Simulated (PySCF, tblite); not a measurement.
# C₂H₁₂N₂Si₂: geometry, infrared bands and NMR shifts

Wanted: the infrared bands and NMR shifts of C₂H₁₂N₂Si₂ (`CN[Si@@](C)(N)[SiH3]`), by calculation.

The runs use tblite 0.8.0 and PySCF 2.14.0, with density-fitted response routines of our own; the level of theory stands in each step. All values are computed, except where a source is named. Atoms are numbered from 0 throughout.

**1. The starting structure**

18 atoms, charge 0, multiplicity 1; geometry from: force field or distance geometry start.

Bonds of the start (Å): C0–N1 1.45, N1–Si2 1.76, Si2–C3 1.89, Si2–N4 1.80, Si2–Si5 2.23, C0–H6 1.12, C0–H7 1.11, C0–H8 1.11, N1–H9 1.07, C3–H10 1.12, C3–H11 1.09, C3–H12 1.12, N4–H13 1.03, N4–H14 1.05, Si5–H15 1.48, Si5–H16 1.48, Si5–H17 1.47.

**2. Optimising the geometry with GFN2-xTB**

What the job is given:

```
{"job": {"kind": "relax", "xc": "GFN2-xTB", "basis": "xTB"}, "charge": 0, "multiplicity": 1}
C      2.083600    -0.781600    -0.260900
N      0.912200    -1.214500     0.484500
Si    -0.494400    -0.169500     0.286100
C     -1.728700    -0.855300    -0.965800
N     -1.291900    -0.043600     1.899400
Si     0.136200     1.829900    -0.468100
H      2.212900    -1.392400    -1.185200
H      1.932800     0.264300    -0.599000
H      3.016700    -0.922400     0.328900
H      1.188800    -1.308400     1.511500
H     -2.756800    -0.902000    -0.515000
H     -1.702700    -0.289000    -1.896100
H     -1.447000    -1.933100    -1.097900
H     -2.230800     0.362300     1.770500
H     -0.712400     0.534100     2.563300
H     -0.964700     2.771200    -0.184800
H      0.477400     1.795300    -1.904200
H      1.360000     2.261000     0.221000
```

The run is started by

```
$ OMP_NUM_THREADS=1 python probes_run.py task.json out
```

This one command runs all jobs of the session in turn.

**Question.** This job is followed by: GFN2-xTB harmonic vibrations, gas phase; GIAO PBE0/pcSseg-1 NMR shielding, non-relativistic, gas phase. Predict these results of the whole session: strongest single infrared mode (GFN2-xTB); zero-point energy (GFN2-xTB); 13C shifts against TMS (PBE0/pcSseg-1); 1H shifts against TMS (PBE0/pcSseg-1, means over atoms taken as alike); 15N shifts against NH3 (PBE0/pcSseg-1); 29Si shifts against TMS (PBE0/pcSseg-1).

The runs gave:

```
                                                              quantity                             value
                             strongest single infrared mode (GFN2-xTB)              789 cm⁻¹, 615 km/mol
                                          zero-point energy (GFN2-xTB)                     87.7 kcal/mol
                                13C shifts against TMS (PBE0/pcSseg-1)                     30.4, 4.4 ppm
1H shifts against TMS (PBE0/pcSseg-1, means over atoms taken as alike)  3.24, 2.72, 0.15, 0.11, 0.08 ppm
                                15N shifts against NH3 (PBE0/pcSseg-1)                    30.3, 23.2 ppm
                               29Si shifts against TMS (PBE0/pcSseg-1)                  -3.9, -127.1 ppm
```

The optimisation took 142 steps and gained 0.834 eV; among the close pairs (by a distance rule), Si2–Si5 changed most, from 2.228 to 2.317 Å. No mode is imaginary among the 48: a minimum at this level. The strongest single mode, at 789 cm⁻¹, is spread over several atoms, H17, H16, H15, H12 among them. Unscaled tight-binding wavenumbers are off by several per cent, some by more. Its intensities can rank the bands wrongly. C0 (methyl carbon bonded to N) lies farthest downfield among carbon, at 30.4 ppm; pulled downfield by the heteroatom.
